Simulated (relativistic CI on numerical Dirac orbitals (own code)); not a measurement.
# Ag: one ion under different settings

How much do the settings matter for Ag? One ion, several inputs.

The numbers are computed with relativistic CI on numerical Dirac orbitals (own code) version 3 (Dirac-Coulomb-Breit CI, KLI orbitals optimised for each configuration, model QED (radiative potential, 1s self-energy scaled to tabulated hydrogen-like ionisation energies), numerical settings as typed), except any that are marked as measured or tabulated.

## (1) The atom as given

* ion: Ag (Ag I)
* nuclear charge: 47
* electrons: 47
* isotope: A = 107

## (2) The usual input

Settings of the run:

```ini
atom Ag  Z=47  charge=0  electrons=47
nucleus A=107  rms_radius_fm=4.5454
hamiltonian dirac-coulomb  breit=on  qed=on  c_scale=1
orbitals kli  potential=per-configuration
slater_scale 1
correlation none
mixing on
grid step=0.0125 r_max=201.2
scf mixing=0.4 start=green max_iterations=150 tolerance=2e-08 node_fill=0.05
configurations
  [Kr] 4d10 5s
end
```

Launch:

```sh
> python run_levels.py task.json out
```

task.json lists these runs, among others, and the program works through them in turn.

## (3) QED terms off

Settings: those of step 2 with these lines changed.

```diff
@@ -2,3 +2,3 @@
 nucleus A=107  rms_radius_fm=4.5454
-hamiltonian dirac-coulomb  breit=on  qed=on  c_scale=1
+hamiltonian dirac-coulomb  breit=on  qed=off  c_scale=1
 orbitals kli  potential=per-configuration
```

## (4) Iteration limit 30, grid step 0.008

Settings of the run:

```ini
atom Ag  Z=47  charge=0  electrons=47
nucleus A=107  rms_radius_fm=4.5454
hamiltonian dirac-coulomb  breit=on  qed=on  c_scale=1
orbitals kli  potential=per-configuration
slater_scale 1
correlation none
mixing on
grid step=0.008 r_max=201.2
scf mixing=0.4 start=green max_iterations=30 tolerance=2e-08 node_fill=0.05
configurations
  [Kr] 4d10 5s
end
```

## (5) Speed-of-light factor 1.25

Settings of the run:

```ini
atom Ag  Z=47  charge=0  electrons=47
nucleus A=107  rms_radius_fm=4.5454
hamiltonian dirac-coulomb  breit=on  qed=on  c_scale=1.25
orbitals kli  potential=per-configuration
slater_scale 1
correlation none
mixing on
grid step=0.0125 r_max=201.2
scf mixing=0.4 start=green max_iterations=150 tolerance=2e-08 node_fill=0.05
configurations
  [Kr] 4d10 5s
end
```

## (6) Tolerance 0.05

Settings of the run:

```ini
atom Ag  Z=47  charge=0  electrons=47
nucleus A=107  rms_radius_fm=4.5454
hamiltonian dirac-coulomb  breit=on  qed=on  c_scale=1
orbitals kli  potential=per-configuration
slater_scale 1
correlation none
mixing on
grid step=0.0125 r_max=201.2
scf mixing=0.4 start=green max_iterations=88 tolerance=0.05 node_fill=0.05
configurations
  [Kr] 4d10 5s
end
```

(Steps that only read results are left out.)

What does the calculation give? Wanted: lowest level, usual settings; total energy.

**Answer**, as computed:

| setting | total energy less usual (Ha) | largest shift of a level among the lowest eight of both runs, same label and place (cm⁻¹) | SCF iterations | time | lowest level | kind of change |
| --- | --- | --- | --- | --- | --- | --- |
| usual | 0 | 0 | 12 | 0.15 s | 5s 2S1/2 | - |
| QED terms off | -2.38 | - | 12 | 0.086 s | 5s 2S1/2 | model term |
| iteration limit 30, grid step 0.008 | -7.79e-05 | - | 12 | 0.21 s | 5s 2S1/2 | numerical |
| speed-of-light factor 1.25 | 42.1 | - | 12 | 0.13 s | 5s 2S1/2 | unphysical constant |
| tolerance 0.05 | 0.00684 | - | 4 | 0.097 s | 5s 2S1/2 | unsound |

| quantity | value |
| --- | --- |
| lowest level, usual settings | 5s 2S1/2 |
| total energy | -5308.6541 Ha |

In words: Only the listed configurations are in the model. In a near-neutral ion this small CI can misplace whole configurations by 10,000 cm⁻¹ or more.
